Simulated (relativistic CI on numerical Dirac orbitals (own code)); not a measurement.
**Ga XXIV (Ga²³⁺): levels and lines**

Aim: the low levels of Ga²³⁺, their labels and the strongest lines; runs with one setting changed show what the result hangs on.

Program: relativistic CI on numerical Dirac orbitals (own code) version 2. Level of theory: Dirac-Coulomb-Breit CI, KLI orbitals optimised for each configuration, model QED (radiative potential, 1s self-energy scaled to tabulated hydrogen-like ionisation energies). These are calculated values, not measurements, unless marked.

### Step 1. Starting point

```
ion                       : Ga²³⁺ (Ga XXIV)
nuclear charge            : 31
electrons                 : 8
isotope                   : A = 69
first configuration typed : [He] 2s2 2p4
```

The outer shells:

first configuration typed
```
[He] core
2s [↑↓]
2p [↑↓][↑ ][↑ ]
```

### Step 2. CI with the chosen configurations

Settings of the run:

```ini
atom Ga  Z=31  charge=23  electrons=8
nucleus A=69  rms_radius_fm=3.9973
hamiltonian dirac-coulomb  breit=on  qed=on  c_scale=1
orbitals kli  potential=per-configuration
slater_scale 1
correlation none
mixing on
configurations
  [He] 2s2 2p4
  [He] 2s 2p5
  [He] 2p6
  [He] 2p5 3s
  [He] 2p5 3p
  [He] 2p5 3d
  [He] 2s2 2p3 3s
  [He] 2s2 2p3 3p
  [He] 2s2 2p3 3d
  [He] 2s 2p4 3s
  [He] 2s 2p4 3p
  [He] 2s 2p4 3d
  [He] 2s2 2p3 4s
  [He] 2s2 2p3 4p
  [He] 2s2 2p3 4d
  [He] 2s2 2p3 4f
end
```

### Step 3. Without the Breit term

Changes to the settings of step 2:

```diff
@@ -2,3 +2,3 @@
 nucleus A=69  rms_radius_fm=3.9973
-hamiltonian dirac-coulomb  breit=on  qed=on  c_scale=1
+hamiltonian dirac-coulomb  breit=off  qed=on  c_scale=1
 orbitals kli  potential=per-configuration
```

### Step 4. The first configuration alone

Settings of the run:

```ini
atom Ga  Z=31  charge=23  electrons=8
nucleus A=69  rms_radius_fm=3.9973
hamiltonian dirac-coulomb  breit=on  qed=on  c_scale=1
orbitals kli  potential=per-configuration
slater_scale 1
correlation none
mixing on
configurations
  [He] 2s2 2p4
end
```

(Steps that only read results are left out.)

What does the calculation give? Wanted: lowest level; first excitation; lowest level of the other parity; fastest E1 line; ionisation energy.

**Answer**, as computed:

| run | time | mean size of shift, levels followed (cm⁻¹) | lowest level | ionisation energy (eV) |
| --- | --- | --- | --- | --- |
| main run | 0.86 s | 0 | 2p4 3P2 | 2255.5 |
| without the Breit term | 0.4 s | 4340 | 2p4 3P2 | 2256.7 |
| the first configuration alone | 0.046 s | 10350 | 2p4 3P2 | - |

The semi-empirical ionisation energy (NIST) is 2258 eV.

| quantity | value |
| --- | --- |
| lowest level | 2p4 3P2 |
| first excitation | 2p4 [2p3/2^2] J=0, 118647 cm⁻¹ |
| lowest level of the other parity | 2s 2p5 3P°2, 155.49 eV |
| levels in the model | 342 |
| fastest E1 line (by rate) to the lowest level among the lowest 200 of 342 levels | 0.8880 nm, from 2p3 3d 3D°3 (ii) |
| ionisation energy | 2255.5 eV |
| ionisation energy, semi-empirical (NIST) | 2258 eV |

In words: The lowest level is 2p4 3P2, 84 % pure in LS and 96 % in jj coupling; over the low levels the means are 81 and 88 %, so they are in intermediate coupling. The ionisation energy agrees with the semi-empirical value within its uncertainty of 5 eV. Of the changes tried, the run «the first configuration alone» moves the low levels most, by 10350 cm⁻¹ on average. Lifetimes count radiative decay inside the model alone.
